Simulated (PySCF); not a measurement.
# From one method to the next for TcCl2 (sextet)

Starting from one script, swap the method and compare what comes out for TcCl2 (sextet).

Method: each script names its method and basis; program: PySCF 2.14.0.

6 further runs of the same task are left out: 1 for a known fault of the program, 5 that didn't finish.

**1. The starting structure**

TcCl2 (sextet): 3 atoms, charge 0, spin multiplicity 6.

Bond lengths: Tc1–Cl2 2.300 Å, Tc1–Cl3 2.300 Å. Angles: Cl2–Tc1–Cl3 180.0°.

As a file:

```
atom    x (Å)   y (Å)   z (Å)
 Tc1   0.0000  0.0000  0.0000
 Cl2   2.2996  0.0000  0.0000
 Cl3  -2.2996  0.0000  0.0000
```

**2. Base script**

input.py

```python
from pyscf import gto, dft

mol = gto.M(
    atom='Tc 0 0 0; Cl 2.2996 0 0; Cl -2.2996 0 0',
    basis='lanl2dz',
    ecp={'Tc': 'lanl2dz', 'Cl': 'lanl2dz'},
    charge=0,
    spin=5,
    symmetry=True,
    verbose=4,
)
mf = dft.UKS(mol, xc='blyp')
mf.level_shift = 0.3
mf.kernel()
mf.dip_moment()
print('orbital energies (hartree):', [e[max(0, n-3):n+3].round(4) for e, n in zip(mf.mo_energy, mol.nelec)])
```

Run with:

```sh
> OMP_NUM_THREADS=1 python input.py
```

**3. Population analysis**

Edit 1 changes step after the SCF: none → analyze.

input.py: that of step 2 with these lines changed.

```diff
@@ -14,2 +14,3 @@
 mf.kernel()
+mf.mulliken_pop()
 mf.dip_moment()
```

**4. B3lyp**

Edit 2 changes functional: blyp → b3lyp.

input.py: that of step 2 with these lines changed.

```diff
@@ -11,3 +11,3 @@
 )
-mf = dft.UKS(mol, xc='blyp')
+mf = dft.UKS(mol, xc='b3lyp')
 mf.level_shift = 0.3
```

**5. Gradient**

Edit 3 changes step after the SCF: none → gradient.

input.py: that of step 2 with these lines changed.

```diff
@@ -14,2 +14,5 @@
 mf.kernel()
+g = mf.nuc_grad_method()
+g.grid_response = True
+g.kernel()
 mf.dip_moment()
```

**6. Mn15**

Edit 4 changes functional: blyp → mn15.

input.py: that of step 2 with these lines changed.

```diff
@@ -11,3 +11,3 @@
 )
-mf = dft.UKS(mol, xc='blyp')
+mf = dft.UKS(mol, xc='mn15')
 mf.level_shift = 0.3
```

Q: Predict the outcome of this session. Wanted: for each run, E(SCF); from base; gap, α spin; SCF dipole.

**Answer**, as computed:

```
                run  E(SCF) (hartree)  from base (eV)  cycles  gap, α spin (eV)  SCF dipole (D)
               base       -109.856495               0      38              4.96            0.00
population analysis       -109.856495          0.0000      38              4.96            0.00
              b3lyp       -110.007709  not comparable      28              6.77            0.00
           gradient       -109.856495          0.0000      38              4.96            0.00
               mn15       -109.752268  not comparable      29              8.29            0.00
```

**Reading.** The α-spin gap between the frontier levels is 5.0 eV with blyp (0 % exact exchange) and 8.3 eV with mn15 (44 %): exact exchange opens it. A lower total energy from another functional means nothing by itself.
